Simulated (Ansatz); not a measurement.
# H2Ti: the cost of one run

Computed with Ansatz 0.2.0, Gaussian basis. Level: def2-QZVPP, core rule «outside noble gas», up to 9 orbitals frozen.

Plan: UHF; ROHF; CCSD(T) on UHF.

2 further runs of the same task are left out: 2 set aside as unsound or not needed.

## Step 1: The geometry

The geometry is a PBE0/def2-TZVP stationary point (not a proven minimum) of the parent state, kept for this charge and spin.

3 atoms, charge 0, spin multiplicity 3.

Atoms are counted from 1 here; the program's logs count them from 0.

Bond lengths: Ti1–H2 1.847 Å, Ti1–H3 1.847 Å. Angles: H2–Ti1–H3 180.0°.

## Step 2: UHF

Contents of in.yaml:

```yaml
crystal:
  periodic: [false, false, false]
  atoms:
    - {symbol: Ti, position_ang: [0.000000, 0.000000, 0.000000]}
    - {symbol: H, position_ang: [0.000000, 0.000000, -1.847400]}
    - {symbol: H, position_ang: [0.000000, 0.000000, 1.847400]}
basis:
  gaussian: {orbitals: "def2-QZVPP.json"}
magnetization: {spin_polarized: true, initial_magnetization: 2}
hamiltonian: {xc: hf}
output: {orbitals: {seedname: orbitals}}
```

Launch:

```console
$ ansatz run in.yaml --threads 1 --pin off --events-out ev --progress --plain --max-ram 3968MiB --backend cpu
```

What time and memory should one allow on 1 thread of AMD EPYC 7R13, shared host?

About 18 s, with a peak of 0.33 GiB.
